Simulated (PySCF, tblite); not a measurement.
# C5H10ClFSi: geometry, infrared bands and NMR shifts

Wanted: the infrared bands and NMR shifts of C5H10ClFSi (`C=C(C)C[SiH2][C@@H](F)Cl`), by calculation.

Programs: tblite 0.8.0 and PySCF 2.14.0, with density-fitted response routines of our own. Each step states its level of theory. These are calculated values for one molecule in the gas phase, unless marked as measured. Atoms are numbered from 0 throughout.

## (1) Starting geometry

18 atoms, charge 0, multiplicity 1; geometry from: force field or distance geometry start.

Bonds of the start (Å): C0–C1 1.35, C1–C2 1.48, C1–C3 1.48, C3–Si4 1.84, Si4–C5 1.85, C5–F6 1.39, C5–Cl7 1.81, C0–H8 1.10, C0–H9 1.10, C2–H10 1.12, C2–H11 1.11, C2–H12 1.11, C3–H13 1.11, C3–H14 1.13, Si4–H15 1.48, Si4–H16 1.48, C5–H17 1.11.

## (2) Geometry optimisation with GFN2-xTB

What the job is given:

```
{"job": {"kind": "relax", "xc": "GFN2-xTB", "basis": "xTB"}, "charge": 0, "multiplicity": 1}
C      1.823200    -0.243200     1.269500
C      1.167100    -0.080400     0.102500
C      1.311000     1.226500    -0.574200
C      0.371000    -1.209100    -0.429200
Si    -1.420200    -0.862500    -0.644900
C     -2.048100     0.637900     0.239500
F     -3.356400     0.416000     0.665800
Cl    -1.123900     0.929400     1.762600
H      1.752000    -1.198600     1.816400
H      2.409500     0.582800     1.689600
H      0.270000     1.564300    -0.822500
H      1.902300     1.083900    -1.497200
H      1.716100     2.002700     0.110200
H      0.770900    -1.573600    -1.403100
H      0.474100    -2.098300     0.259600
H     -1.759100    -0.712100    -2.082500
H     -2.177900    -2.009300    -0.086700
H     -2.090400     1.549900    -0.387000
```

Command:

```bash
> OMP_NUM_THREADS=1 python probes_run.py task.json out
```

The driver reads the jobs from task.json and runs them one after another.

**Question.** This job is followed by: GFN2-xTB harmonic vibrations, gas phase; GIAO PBE0/pcSseg-1 NMR shielding, non-relativistic, gas phase. Predict these results of the whole session: strongest single infrared mode (GFN2-xTB); zero-point energy (GFN2-xTB); ¹³C shifts against TMS (PBE0/pcSseg-1); ¹H shifts against TMS (PBE0/pcSseg-1, means over atoms taken as alike); ²⁹Si shifts against TMS (PBE0/pcSseg-1); ¹⁹F shifts against CFCl3 (PBE0/pcSseg-1); ³⁵Cl shifts against HCl (PBE0/pcSseg-1).

**Answer**, as computed:

| quantity | value |
| --- | --- |
| strongest single infrared mode (GFN2-xTB) | 2249 cm⁻¹, 315 km/mol |
| zero-point energy (GFN2-xTB) | 83.3 kcal/mol |
| ¹³C shifts against TMS (PBE0/pcSseg-1) | 148.9, 117.6, 106.8, 26.3, 23.5 ppm |
| ¹H shifts against TMS (PBE0/pcSseg-1, means over atoms taken as alike) | 6.45, 5.14, 5.09, 4.53, 4.15, 2.28, 1.89, 1.57 ppm |
| ²⁹Si shifts against TMS (PBE0/pcSseg-1) | -40.1 ppm |
| ¹⁹F shifts against CFCl3 (PBE0/pcSseg-1) | -193.2 ppm |
| ³⁵Cl shifts against HCl (PBE0/pcSseg-1) | 212 ppm |

The optimisation took 151 steps and gained 0.592 eV; among the close pairs (by a distance rule), Si4–C5 changed most, from 1.851 to 1.932 Å. All 48 modes are real, so the xTB geometry is a minimum. The strongest single mode, at 2249 cm⁻¹, moves mainly H15. Unscaled tight-binding wavenumbers are off by several per cent, some by more. Its intensities can rank the bands wrongly. C1 (fully substituted alkene carbon) lies farthest downfield among carbon, at 148.9 ppm; an sp2 carbon of a C=C bond. H17 (hydrogen on an sp3 CH bonded to Cl and F and Si) lies farthest downfield among hydrogen, at 6.45 ppm; its carbon carries Cl and F, an electronegative neighbour. At PBE0/pcSseg-1: The widest tensor belongs to Cl7: span 539 ppm, with a paramagnetic part of -409 ppm.
